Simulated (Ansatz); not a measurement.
Cd3Pd, space group Pm-3m, a scan of the energy under strain

Computed with the Ansatz DFT code, driven from Python.

At the Python prompt:
```pycon
>>> import ansatz
>>> import numpy as np
>>> config = {
...     'xc': 'LDA',
...     'ecut': 550,
...     'filling': 'methfessel_paxton',
...     'sigma': 0.1,
...     'tolerance': 1e-09,
...     'kgrid': (8, 8, 8),
... }
>>> vectors0 = np.array([
...     [4.20847902, 0.0, 0.0],
...     [0.0, 4.20847902, 0.0],
...     [0.0, 0.0, 4.20847902],
... ])
>>> sites = [
...     ('Cd', [0.0, 0.5, 0.5]),
...     ('Cd', [0.5, 0.0, 0.5]),
...     ('Cd', [0.5, 0.5, 0.0]),
...     ('Pd', [0.0, 0.0, 0.0]),
... ]
>>> def crystal_on(cell):
...     crystal = ansatz.Crystal(lattice=ansatz.Lattice.of(cell))
...     for symbol, position in sites:
...         crystal = crystal.atom(symbol, position)
...     return crystal
...
>>> # clamped ions: the fractional positions stay as typed
>>> values = np.linspace(-0.01, 0.01, 5)
>>> energies = []
>>> for d in values:
...     strain = np.diag([d, d, (1 + d) ** -2 - 1])
...     cell = vectors0 @ (np.eye(3) + strain)
...     base = (
...         crystal_on(cell).calculation()
...         .functional(config['xc'])
...         .pseudopotentials('paw')
...         .basis(config['ecut'])
...         .occupations(config['filling'], width=config['sigma'])
...         .scf(tolerance=config['tolerance'])
...         .kpoints(*config['kgrid'])
...         .stress()
...     )
...     data = base.run(threads=1, pin='off').report
...     energies.append(data['free_energy_ev'] / len(sites))
...     s = data['stress_gpa']
...     print(f'd = {d:+.4f}  stress xx yy zz xy (GPa, compression positive): {s[0][0]:8.3f} {s[1][1]:8.3f} {s[2][2]:8.3f} {s[0][1]:8.3f}')
...
DeckWarning: output.stress: scf.convergence.dr2_threshold = 1e-9 eV is looser than the 4e-10 eV advised for a printed stress (1e-10 eV for each atom of the cell: 4). What an SCF threshold leaves in a [...]
d = -0.0100  stress xx yy zz xy (GPa, compression positive):   -6.967   -6.967   -7.746    0.000
d = -0.0050  stress xx yy zz xy (GPa, compression positive):   -7.116   -7.116   -7.493    0.000
d = +0.0000  stress xx yy zz xy (GPa, compression positive):   -7.212   -7.212   -7.212   -0.000
d = +0.0050  stress xx yy zz xy (GPa, compression positive):   -7.349   -7.349   -6.977    0.000
d = +0.0100  stress xx yy zz xy (GPa, compression positive):   -7.469   -7.469   -6.723    0.000
>>> energies = np.array(energies)
>>> for value, e in zip(values, energies):
...     print(f'strain {value:7.3f}   E - Emin = {1000 * (e - energies.min()):9.3f} meV/atom')
...
strain  -0.010   E - Emin =     0.900 meV/atom
strain  -0.005   E - Emin =     0.224 meV/atom
strain   0.000   E - Emin =     0.000 meV/atom
strain   0.005   E - Emin =     0.200 meV/atom
strain   0.010   E - Emin =     0.887 meV/atom
>>> np.savetxt('strain.csv', np.column_stack([values, energies]), fmt='%.6f', delimiter=',', header='strain,energy_eV_per_atom')
>>> curvature = 2 * np.polyfit(values, energies, 3)[1]
>>> volume = abs(np.linalg.det(vectors0)) / len(sites)
>>> print(f'd2E/dd2 over the volume: {curvature / volume * 160.21766:.1f} GPa')
d2E/dd2 over the volume: 154.8 GPa
```

It writes `strain.csv`:
```csv
# strain,energy_eV_per_atom
-0.010000,-7799.778321
-0.005000,-7799.778997
0.000000,-7799.779221
0.005000,-7799.779022
0.010000,-7799.778335
```

Against the unstrained cell the energy per atom changes by +0.90 meV at one end of the scan and +0.89 meV at the other, and its second derivative over the volume is 154.8 GPa.

Caveats:
- Total energies depend on the potentials; only differences at equal settings carry meaning.
- The run is spin-unpolarised.
- The curvature belongs to this strain pattern and to the cell's stress; it equals a single elastic constant only for simple patterns.
- In a metal a curvature from energy changes of a few meV or less hangs on mesh and smearing, in size and even in sign.
- At these settings the cell as given stands under about -7 GPa, so it isn't at this functional's equilibrium volume.
- This cell is a computed structure, which may not be the phase found in nature.
- Warnings are shown shortened and without file and line.
- The ions keep their fractional positions (clamped ions).
- Timing: 53 s on 1 thread of AMD EPYC 7R43 64-Core Processor (Zen 3) (shared host), peak memory 0.61 GiB.
